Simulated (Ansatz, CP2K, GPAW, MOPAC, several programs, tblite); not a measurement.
**What each method gives for CsSnI3 (cubic perovskite)**

CsSnI3 (cubic perovskite), relaxed with r2SCAN in Ansatz, was computed with several methods. The symmetry is Pm-3m (No. 221, cubic); conventional cell a = 6.241 Å, 48.63 Å³ an atom. Around Cs lie 12 I at 4.41 Å; around Sn lie 6 I at 3.12 Å; around I lie 2 Sn at 3.12 Å and 4 Cs at 4.41 Å. Values at 0 K without nuclear motion; spin polarisation is off, and the phase may be a hypothetical one.

```cif
data_structure
_symmetry_space_group_name_H-M 'P 1'
_symmetry_Int_Tables_number 1
_cell_length_a 6.2415
_cell_length_b 6.2415
_cell_length_c 6.2415
_cell_angle_alpha 90.000
_cell_angle_beta 90.000
_cell_angle_gamma 90.000
_cell_volume 243.14
loop_
_atom_site_label
_atom_site_type_symbol
_atom_site_fract_x
_atom_site_fract_y
_atom_site_fract_z
_atom_site_occupancy
Cs1 Cs 0.00000 0.00000 0.00000 1
Sn1 Sn 0.50000 0.50000 0.50000 1
I1 I 0.50000 0.50000 0.00000 1
I2 I 0.50000 0.00000 0.50000 1
I3 I 0.00000 0.50000 0.50000 1
```

Gaps and times are for a single point on this cell; volume and bulk modulus come from each method's own relaxation or energy curve at fixed shape. Times are rough, from shared hosts (Arm Neoverse N1), and each method has its own mesh and cell size. GFN1-xTB (tblite): levels, charges or heat of formation failed a check of plausibility, so no values are given. A star marks a curve whose lowest point is an end point. PM6 (MOPAC), PM7 (MOPAC), GFN1-xTB (tblite), GFN2-xTB (tblite) treat a cluster of cells at its zone centre, which samples few k points: where these miss a band edge, the gap comes out too large for that reason alone. Gaps from k meshes are read at a limited set of points (mesh, symmetry points, PBE's band edges), so each method's own least gap may be somewhat smaller. xTB and the PM methods were fitted mostly to molecules, and can miss a solid's gap by electronvolts. Minimal bases can be far off for gaps. GLLB-SC's gap includes the derivative discontinuity. d marks a direct gap, i an indirect one (no mark: not told apart), a dash a value that wasn't computed or didn't pass its checks.

```json
{"method": "GFN1-xTB (tblite)", "kind": "tight binding", "gap (eV)": "–", "own volume (Å³/atom)": "–", "bulk modulus (GPa)": "–", "atoms computed": "40", "processor time": "3.3 s"}
{"method": "PM7 (MOPAC)", "kind": "semi-empirical", "gap (eV)": "6.11", "own volume (Å³/atom)": "46.15", "bulk modulus (GPa)": "61", "atoms computed": "40", "processor time": "3.8 s"}
{"method": "GFN2-xTB (tblite)", "kind": "tight binding", "gap (eV)": "3.67", "own volume (Å³/atom)": "–", "bulk modulus (GPa)": "–", "atoms computed": "40", "processor time": "4.5 s"}
{"method": "light PBE (260 eV and a coarse mesh)", "kind": "light plane-wave", "gap (eV)": "0.34 d", "own volume (Å³/atom)": "–", "bulk modulus (GPa)": "–", "atoms computed": "5", "processor time": "5 s"}
{"method": "PM6 (MOPAC)", "kind": "semi-empirical", "gap (eV)": "3.38", "own volume (Å³/atom)": "–", "bulk modulus (GPa)": "–", "atoms computed": "40", "processor time": "5.9 s"}
{"method": "PBE/SZV (CP2K)", "kind": "small basis", "gap (eV)": "0.42 d", "own volume (Å³/atom)": "54.37*", "bulk modulus (GPa)": "16*", "atoms computed": "5", "processor time": "16 s"}
{"method": "PBE", "kind": "semilocal", "gap (eV)": "0.38 d", "own volume (Å³/atom)": "49.96", "bulk modulus (GPa)": "15", "atoms computed": "5", "processor time": "19 s"}
{"method": "PBE/DZVP (CP2K)", "kind": "small basis", "gap (eV)": "0.34 d", "own volume (Å³/atom)": "50.09", "bulk modulus (GPa)": "15", "atoms computed": "5", "processor time": "32 s"}
{"method": "r2SCAN", "kind": "semilocal", "gap (eV)": "0.50 d", "own volume (Å³/atom)": "48.63", "bulk modulus (GPa)": "17", "atoms computed": "5", "processor time": "40 s"}
{"method": "GLLB-SC (GPAW)", "kind": "model potential", "gap (eV)": "0.79", "own volume (Å³/atom)": "–", "bulk modulus (GPa)": "–", "atoms computed": "5", "processor time": "110 s"}
```

Against r2SCAN (0.50 eV) and with closed or daggered gaps left aside, the nearest gap at the points sampled is that of PBE/SZV (CP2K) (-0.08 eV) and the farthest that of PM7 (MOPAC) (+5.61 eV). r2SCAN is only a yardstick of convenience: semilocal gaps usually lie below measured ones, which GLLB-SC and hybrids aim to mend.

Volumes against r2SCAN's: PM7 (MOPAC) -5.1 %, PBE +2.7 %, PBE/DZVP (CP2K) +3.0 %.

Spin-orbit coupling is left out, which matters wherever the heavy atoms make up the band edges.
